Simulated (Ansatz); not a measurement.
# AlIn3Sb2: properties of a relaxed candidate

This session takes a relaxed cell of AlIn3Sb2 and sets out to compute bands, density of states and charges.

Computed with Ansatz 0.2.0 (DFT PBE, scalar-relativistic, plane waves, PAW, unless a step's input says otherwise).

## (1) The structure to begin with

Symmetry: P6/mmm, No. 191, hexagonal system. The conventional cell has a = 5.926 Å, b = 5.926 Å, c = 5.846 Å, α = 90.00°, β = 90.00°, γ = 120.00°. Around Al (site symmetry 6/mmm) lie 6 Sb at 3.42 Å. Around In (site symmetry mmm) lie 4 In at 2.96 Å and 4 Sb at 3.39 Å. Around Sb (site symmetry -6m2) lie 6 In at 3.39 Å and 3 Al at 3.42 Å and 3 Sb at 3.42 Å.

Structure file:

```cif
data_structure
_symmetry_space_group_name_H-M 'P 1'
_symmetry_Int_Tables_number 1
_cell_length_a 5.9260
_cell_length_b 5.9260
_cell_length_c 5.8461
_cell_angle_alpha 90.000
_cell_angle_beta 90.000
_cell_angle_gamma 120.000
_cell_volume 177.80
loop_
_atom_site_label
_atom_site_type_symbol
_atom_site_fract_x
_atom_site_fract_y
_atom_site_fract_z
_atom_site_occupancy
Al1 Al 0.00000 0.00000 0.50000 1
In1 In 0.50000 0.00000 0.00000 1
In2 In 0.00000 0.50000 0.00000 1
In3 In 0.50000 0.50000 0.00000 1
Sb1 Sb 0.33333 0.66667 0.50000 1
Sb2 Sb 0.66667 0.33333 0.50000 1
```

The cell was relaxed beforehand at this level, from a generated guess; it needn't be the stable form of this composition. At a tolerance of 0.05 Å it has space group P6/mmm (No. 191); it has 29.63 Å³/atom, an uncorrected energy of +0.35 eV/atom over the elements.

## (2) Bands, states and charges

input.yaml

```yaml
crystal:
  lattice:
    - [5.9260307338, 0.0, 0.0]
    - [-2.9630153669, 5.1320931591, 0.0]
    - [0.0, 0.0, 5.8461199336]
  atoms:
    - { symbol: Al, position: [0.0, 0.0, 0.5] }
    - { symbol: In, position: [0.5, 0.0, 0.0] }
    - { symbol: In, position: [0.0, 0.5, 0.0] }
    - { symbol: In, position: [0.5, 0.5, 0.0] }
    - { symbol: Sb, position: [0.3333333333, 0.6666666667, 0.5] }
    - { symbol: Sb, position: [0.6666666667, 0.3333333333, 0.5] }
basis:
  ecutwfc: 420
kpoints:
  mp_grid: { grid: [6, 6, 8] }
  band_path:
    path:
      - [[0.0, 0.0, 0.0], [0.5, 0.0, 0.0], [0.33333333, 0.33333333, 0.0], [0.0, 0.0, 0.0], [0.0, 0.0, 0.5], [0.5, 0.0, 0.5], [0.33333333, 0.33333333, 0.5], [0.0, 0.0, 0.5]]
      - [[0.5, 0.0, 0.5], [0.5, 0.0, 0.0]]
      - [[0.33333333, 0.33333333, 0.5], [0.33333333, 0.33333333, 0.0]]
    npoints: 14
hamiltonian:
  xc: pbe
scf:
  occupations: { method: gaussian, width: 0.1 }
  n_extra_bands: 15
output:
  forces: true
  stress: true
  eigenvalues: true
  populations: true
  dos: { projected: true, de: 0.02, nscf_kmesh: { grid: [8, 8, 10] } }
  bader: true
  write_density: true
  write_potential: true
  elf: true
  volumetric_format: npy
```

Command:

```bash
$ ansatz run input.yaml --threads 1 --pin off --max-ram 2560MiB --backend cpu --events-out ev --progress --plain --runs-dir out
```

Standard output:

```text
Warning: RAYON_NUM_THREADS=1 ignored (pool sized by the plan → 1); use --threads N
scf.n_extra_bands = 15 over 36 filled bands (N_el = 72.0): the run solves 51 bands
Engine: ansatz 0.2.0, x86_64-unknown-linux-gnu
Pseudopotentials: kind: paw
Pseudopotential: Al, paw, valence charge 3, recommended cutoff 420 eV (normal), Al.paw.azcp
Pseudopotential: In, paw, valence charge 13, recommended cutoff 420 eV (normal), In.paw.azcp
Pseudopotential: Sb, paw, valence charge 15, recommended cutoff 420 eV (normal), Sb.paw.azcp
Functional definition: PBE
  parameter kappa = 0.804
  parameter beta = 0.06672455060314922
  exchange = pbe_x(kappa = kappa, mu = beta*pi^2/3)
  correlation = pbe_c(beta = beta)
Crystal: 6 atoms, lattice volume = 177.798 Å³
Basis set: ecut = 420 eV, 3415 PW (Γ), exchange–correlation on 80×80×80 points (8 copies of the dense FFT grid, shifted against one another)
Bands: 51, of which v1, the nominal top of the filled ones, is band 36 counted from 1 (35 counted from 0)
Symmetry: 24 space group operations
Space group: P6/mmm (ITA 191), of the structure as read, at distance tolerance 5.6e-5 Å
k-points: 35 of 288
Non-local potential: Al, projectors of the file, l = 0: 2, l = 1: 2, l = 2: 1
Non-local potential: In, projectors of the file, l = 0: 2, l = 1: 2, l = 2: 2, l = 3: 2
Non-local potential: Sb, projectors of the file, l = 0: 2, l = 1: 2, l = 2: 2, l = 3: 2
PAW form: soft (Blöchl's): semilocal exchange-correlation on the pseudo side does not see the compensation charge
PAW one-centre angular grid: Al, 110 points (default); XC on 64 Gauss nodes
PAW one-centre angular grid: In, 590 points (default); XC on 64 Gauss nodes
PAW one-centre angular grid: Sb, 590 points (default); XC on 64 Gauss nodes
Initial density: superposition of atomic densities (neutral atoms: chi_scale 0, normalization atom), corrected by the library's trained network
Initial wavefunctions: pseudopotential atomic-orbital guess
Functional: x = pbe(κ = 0.804, μ = 0.2195149727645171), c = pbe(β = 0.06672455060314922)
SCF iter   1: F=—  HF=-30297.931204 eV  |F-HF|=—  |Δ(HF+E_count)|=         —  Δρ=1.98e-3  dr2=3.85e-2  ethr=1.77e-3  ⟨swp⟩=8.7  Hψ=8508  notcnv=0  defer=66
preconditioner: auto → Kerker (q_TF=auto, 2.347 Å⁻¹)  [metal: Δε(μ)=0.018 eV  Ē_g=14.270 eV  σ=0.100 eV  W_gap=0.10  n_scr=28 (ndim 8)  ℏωp=20.1 eV  f_vac=0.007  D(μ)=4.01/eV (n_scr^D=20)]
SCF iter   2: F=—  HF=-30297.924140 eV  |F-HF|=—  |Δ(HF+E_count)|=   7.06e-3  Δρ=1.25e-3  dr2=1.48e-2  ethr=5.35e-5  ⟨swp⟩=1.0  Hψ=2065  notcnv=0  defer=75
SCF iter   3: F=—  HF=-30297.921447 eV  |F-HF|=—  |Δ(HF+E_count)|=   2.69e-3  Δρ=5.13e-4  dr2=5.60e-4  ethr=2.06e-5  ⟨swp⟩=2.0  Hψ=1780  notcnv=0  defer=75
SCF iter   4: F=—  HF=-30297.921250 eV  |F-HF|=—  |Δ(HF+E_count)|=   1.96e-4  Δρ=2.27e-4  dr2=1.31e-4  ethr=7.78e-7  ⟨swp⟩=2.9  Hψ=2996  notcnv=0  defer=75
SCF iter   5: F=—  HF=-30297.921229 eV  |F-HF|=—  |Δ(HF+E_count)|=   2.16e-5  Δρ=9.44e-5  dr2=1.86e-5  ethr=1.82e-7  ⟨swp⟩=2.0  Hψ=2806  notcnv=0  defer=75
SCF iter   6: F=—  HF=-30297.921209 eV  |F-HF|=—  |Δ(HF+E_count)|=   2.01e-5  Δρ=2.61e-5  dr2=3.52e-6  ethr=2.59e-8  ⟨swp⟩=2.0  Hψ=2804  notcnv=0  defer=75
SCF iter   7: F=—  HF=-30297.921209 eV  |F-HF|=—  |Δ(HF+E_count)|=   5.61e-7  Δρ=1.45e-5  dr2=7.56e-7  ethr=4.89e-9  ⟨swp⟩=2.1  Hψ=2428  notcnv=0  defer=75
SCF iter   8: F=—  HF=-30297.921209 eV  |F-HF|=—  |Δ(HF+E_count)|=   1.12e-7  Δρ=7.68e-6  dr2=1.02e-7  ethr=1.05e-9  ⟨swp⟩=2.0  Hψ=1854  notcnv=0  defer=75
SCF iter   9: F=-30297.921209 eV  HF=-30297.921209 eV  |F-HF|=1.97e-9  |Δ(HF+E_count)|=   2.09e-8  Δρ=1.37e-6  dr2=3.69e-9  ethr=1.39e-10  ⟨swp⟩=16.3  Hψ=12737  notcnv=0
SCF 1 converged in 9 iterations: F = -30297.921209 eV  dr2 = 3.69e-9
NSCF: frozen V_eff on 129 k-points
NSCF: frozen V_eff on 60 k-points
SCF converged after 9 iterations
Free energy (F): -30297.921209 eV
Harris-Foulkes:  -30297.921209 eV  (|F-HF|=1.97e-9)
Internal energy: -30297.900420 eV  (E = F + TS)
E sigma→0 (E₀):  -30297.910815 eV
Entropy (-TS):   -0.020789 eV (-3.465 meV/atom)
Fermi energy:    8.225921 eV
--- Per-component energies (eV) ---
  E_band       = -523.771493
  E_kinetic    = 1153.294324
  E_local      = -7738.626893  (includes V_loc(G=0)·N_el)
  E_nonlocal   = 1832.155095
  E_hartree    = 3315.904558
  E_xc         = -960.997329
  E_vxc        = -516.465794  (∫ρ·V_xc dr)
  E_paw        = -22072.226396  (= ΣΔE_a)
  E_vpaw       = -1885.933701  (= ΣTr[D̂ρ^β])
  E_aug_tail   = 0.000073  (compensation charges beyond the density's cutoff)
  E_ewald      = -5827.403853
  E_smearing   = -0.020789  (= −TS)
  E_closure    = -0.000000  (closes the sum)
  Σ components = -30297.921209   (vs F -30297.921209, Δ=0.00e0)
--- Forces (eV/Å), atoms counted from 1 ---
  atom   1  Al    -0.00000000     0.00000000     0.00000000
  atom   2  In     0.00000000    -0.00000000     0.00000000
  atom   3  In     0.00000000    -0.00000000     0.00000000
  atom   4  In     0.00000000     0.00000000     0.00000000
  atom   5  Sb     0.00000000     0.00000000     0.00000000
  atom   6  Sb     0.00000000    -0.00000000     0.00000000
  max |Σ_I F_I| component: 3.47e-18 eV/Å
--- Stress (GPa, compression-positive) ---
        0.001724       0.000000       0.000000
        0.000000       0.001724      -0.000000
        0.000000      -0.000000      -0.003376
  P = ⅓ Tr σ = 0.0000 GPa (0.000 kbar)
--- Band table (eV; the first three rows and the last of 35) ---
  k-point 0: bands = ["-20.9552", "-20.9552", "-20.9384", "-20.9368", "-20.9368", "-20.9343", "-20.9343", "-20.9250", "-20.9250", "-20.9143", "-6.9171", "-6.7485", "-6.7485", "-6.6198", "-6.4581", "-6.4071", "-6.4071", "-6.2193", "-6.2193", "-6.1903", "-6.1645", "-6.1645", "-6.0704", "-6.0704", "-5.8623", "-2.6699", "0.2714", "1.7197", "3.9113", "4.3655", "4.3655", "4.9657", "6.0049", "6.0049", "6.2107", "7.8392", "7.9406", "7.9406", "9.2217", "9.2217", "10.2538", "10.3066", "10.3066", "12.8022", "12.9757", "12.9757", "13.4851", "13.4851", "14.7801", "17.1404", "17.3981"]
  k-point 1: bands = ["-20.9552", "-20.9552", "-20.9384", "-20.9368", "-20.9368", "-20.9343", "-20.9343", "-20.9250", "-20.9250", "-20.9143", "-6.9171", "-6.7485", "-6.7485", "-6.6212", "-6.4558", "-6.4074", "-6.4074", "-6.2189", "-6.2189", "-6.1903", "-6.1646", "-6.1646", "-6.0700", "-6.0700", "-5.8623", "-2.6275", "0.3099", "1.3213", "4.4256", "4.4256", "4.4693", "4.9872", "5.7808", "6.0702", "6.0702", "7.5580", "7.5580", "8.3870", "8.9821", "8.9821", "10.0654", "10.8207", "10.8207", "13.1510", "13.3265", "13.3265", "13.5198", "13.5198", "13.9096", "17.1947", "17.5182"]
  k-point 2: bands = ["-20.9552", "-20.9552", "-20.9383", "-20.9369", "-20.9369", "-20.9343", "-20.9343", "-20.9250", "-20.9250", "-20.9144", "-6.9172", "-6.7485", "-6.7485", "-6.6246", "-6.4502", "-6.4082", "-6.4082", "-6.2178", "-6.2178", "-6.1903", "-6.1648", "-6.1648", "-6.0690", "-6.0690", "-5.8623", "-2.5124", "0.4086", "0.6570", "4.6015", "4.6015", "4.9806", "5.1269", "5.6877", "6.2588", "6.2588", "6.8665", "6.8665", "8.4560", "8.4560", "9.3759", "9.7131", "11.8908", "11.8908", "12.2499", "13.5730", "13.5730", "13.9897", "14.2226", "14.2226", "17.3437", "17.6207"]
  k-point 34: bands = ["-20.9679", "-20.9516", "-20.9516", "-20.9381", "-20.9310", "-20.9310", "-20.9238", "-20.9214", "-20.9194", "-20.9194", "-6.6345", "-6.5738", "-6.5738", "-6.4498", "-6.4498", "-6.3671", "-6.3671", "-6.3560", "-6.2577", "-6.2577", "-6.2557", "-6.2234", "-6.2070", "-6.2070", "-6.1350", "-1.1360", "-1.1360", "1.3211", "1.3211", "2.7097", "4.0603", "6.6451", "6.6451", "6.9631", "8.5038", "8.5038", "9.1173", "9.8039", "9.8039", "10.5343", "10.6654", "10.6654", "12.0708", "12.0708", "12.1384", "12.7569", "14.2775", "14.2775", "14.5487", "14.5654", "14.5654"]
--- Löwdin populations: 6 sites ---
  site symbol       q [e]
     0     Al      2.9928
     1     In     13.0783
     2     In     13.0783
     3     In     13.0783
     4     Sb     14.7935
     5     Sb     14.7935
  spilling = 0.002573 (of n_electrons = 72.000000)
--- Bader charges: 6 sites ---
  site symbol  charge [e]  shift [e]
     0     Al      0.3137     0.0000
     1     In      0.0896     0.0000
     2     In      0.0896     0.0000
     3     In      0.0896     0.0000
     4     Sb     -0.2912     0.0000
     5     Sb     -0.2912     0.0000
  estimated error of the sums over rays = 2.0e-4 e
```

Run time: 1.9 min. Hardware: 1 thread of AMD EPYC 7R43 (Zen 3), shared host; peak memory 0.91 GiB.

Per atom:

| atom | Löwdin electrons | Bader charge (e) | Bader volume (Å³) |
| --- | --- | --- | --- |
| Al1 | 2.99 | +0.31 | 29.3 |
| In2 | 13.08 | +0.09 | 27.9 |
| In3 | 13.08 | +0.09 | 27.9 |
| In4 | 13.08 | +0.09 | 27.9 |
| Sb5 | 14.79 | -0.29 | 32.3 |
| Sb6 | 14.79 | -0.29 | 32.3 |

The Löwdin counts miss 0.19 of the 72 electrons, which the atomic orbitals do not span, so they are no charges.

From bands.tsv, the levels nearest the Fermi level at the path's corners, in eV from the Fermi level:

```
point  band 33  band 34  band 35  band 36  band 37  band 38  band 39  band 40
    Γ    -2.22    -2.22    -2.02    -0.39    -0.28    -0.28     1.00     1.00
    M    -2.40    -1.26    -0.66    -0.11     0.01     0.79     0.95     1.58
    K    -2.74    -1.81    -1.81    -1.14     0.05     2.11     2.15     2.15
    Γ    -2.22    -2.22    -2.02    -0.39    -0.28    -0.28     1.00     1.00
    A    -2.30    -2.30    -1.51    -1.51    -0.59    -0.59     0.17     0.86
    L    -2.19    -0.05    -0.05     0.68     1.20     1.21     2.03     2.52
    H    -1.58    -1.26     0.28     0.28     0.89     1.58     1.58     2.31
    A    -2.30    -2.30    -1.51    -1.51    -0.59    -0.59     0.17     0.86
    L    -2.19    -0.05    -0.05     0.68     1.20     1.21     2.03     2.52
    M    -2.40    -1.26    -0.66    -0.11     0.01     0.79     0.95     1.58
    H    -1.58    -1.26     0.28     0.28     0.89     1.58     1.58     2.31
    K    -2.74    -1.81    -1.81    -1.14     0.05     2.11     2.15     2.15
```

States per cell in windows of 1 eV, from dos.tsv and pdos.tsv (zero at the Fermi level):

```
from  to  total  Al 3s  Al 3p  In 5s  In 5p  Sb 5p
  -8  -7   0.99   0.00   0.02   0.48   0.20   0.14
  -7  -6   1.26   0.01   0.01   0.60   0.33   0.14
  -6  -5   1.99   0.33   0.03   0.48   0.52   0.45
  -5  -4   1.94   0.35   0.09   0.39   0.39   0.58
  -4  -3   2.74   0.41   0.16   0.51   0.60   0.94
  -3  -2   2.70   0.19   0.19   0.38   0.70   1.08
  -2  -1   3.38   0.17   0.32   0.44   1.01   1.28
  -1   0   3.20   0.18   0.33   0.38   0.89   1.25
   0   1   3.63   0.16   0.58   0.35   0.85   1.50
   1   2   3.42   0.04   0.68   0.25   1.12   1.08
   2   3   4.22   0.03   1.21   0.27   1.59   0.72
   3   4   4.26   0.03   1.04   0.27   1.62   0.85
   4   5   3.87   0.02   0.59   0.21   1.66   0.84
   5   6   3.22   0.01   0.23   0.23   1.23   0.38
```

A further 54 or so states lie below the table's range.

Density in a lattice plane of the grid's cell (edges 5.93 and 5.93 Å, at 0.500 of the third edge), which holds Al and Sb.

Ten even steps from ' ' (0.08 e/Å³) to '@' (20.67 e/Å³):
```
                                                
                                                
                                                
                                                
              ..----::..                        
            ..==%%%%--..                        
            --##@@**::                          
          ..--++==..                            
            ......                              
                                                
                                ......          
                              ..==++--..        
                            ::**@@##--          
                          ..--%%%%==..          
                          ..::----..            
                                                
                                                
                                                
                                                
                                                
```
Columns run along the first of these edges and rows up along the second, over one cell in 24 and 20 even steps from the bottom left corner. Atoms in the plane (fractional): Al at (0.00, 0.00), Sb at (0.33, 0.67), Sb at (0.67, 0.33).

ELF in the same plane.

Values, 12 rows by 12 columns:
```
0.33 0.78 0.62 0.35 0.41 0.44 0.44 0.41 0.33 0.62 0.83 0.30
0.83 0.62 0.39 0.47 0.38 0.35 0.38 0.47 0.39 0.62 0.84 0.83
0.45 0.35 0.47 0.33 0.07 0.07 0.36 0.47 0.33 0.44 0.62 0.62
0.25 0.41 0.38 0.07 0.00 0.07 0.38 0.41 0.25 0.33 0.39 0.33
0.29 0.44 0.35 0.07 0.07 0.33 0.44 0.31 0.41 0.47 0.47 0.41
0.32 0.44 0.38 0.36 0.38 0.44 0.33 0.44 0.38 0.36 0.38 0.44
0.29 0.41 0.47 0.47 0.41 0.31 0.44 0.33 0.07 0.07 0.35 0.44
0.25 0.33 0.39 0.33 0.25 0.41 0.38 0.07 0.00 0.07 0.38 0.41
0.45 0.62 0.62 0.44 0.33 0.47 0.36 0.07 0.07 0.33 0.47 0.35
0.83 0.83 0.84 0.62 0.39 0.47 0.38 0.35 0.38 0.47 0.39 0.62
0.33 0.30 0.83 0.62 0.33 0.41 0.44 0.44 0.41 0.35 0.62 0.78
0.91 0.33 0.83 0.45 0.25 0.29 0.32 0.29 0.25 0.45 0.83 0.33
```
Columns run along the first of these edges and rows up along the second, over one cell in 12 and 12 even steps from the bottom left corner. Atoms in the plane (fractional): Al at (0.00, 0.00), Sb at (0.33, 0.67), Sb at (0.67, 0.33).

Both are smooth fields of the valence electrons: close to the nuclei they are not physical.

Outside the cores ELF peaks at 0.84 in the shell around Al, 1.0 Å from Al; 0.50 beside Sb, off the lines to its neighbours, 1.3 Å from Sb.

## (3) What came out

| quantity | value |
| --- | --- |
| gap | none (metal) |
| states at the Fermi level | 4.15 per eV per cell |
| Bader charges | Al +0.31, In +0.09, Sb -0.29 e |

What this shows: It comes out metallic. Of the projected weight within 0.25 eV of the Fermi level, the largest part is Sb 5p (42 %) and In 5p (26 %). Charge transfer between the atoms is small (Bader charges up to 0.3 e). These runs have no spin-orbit coupling; with Sb it would split and shift bands.
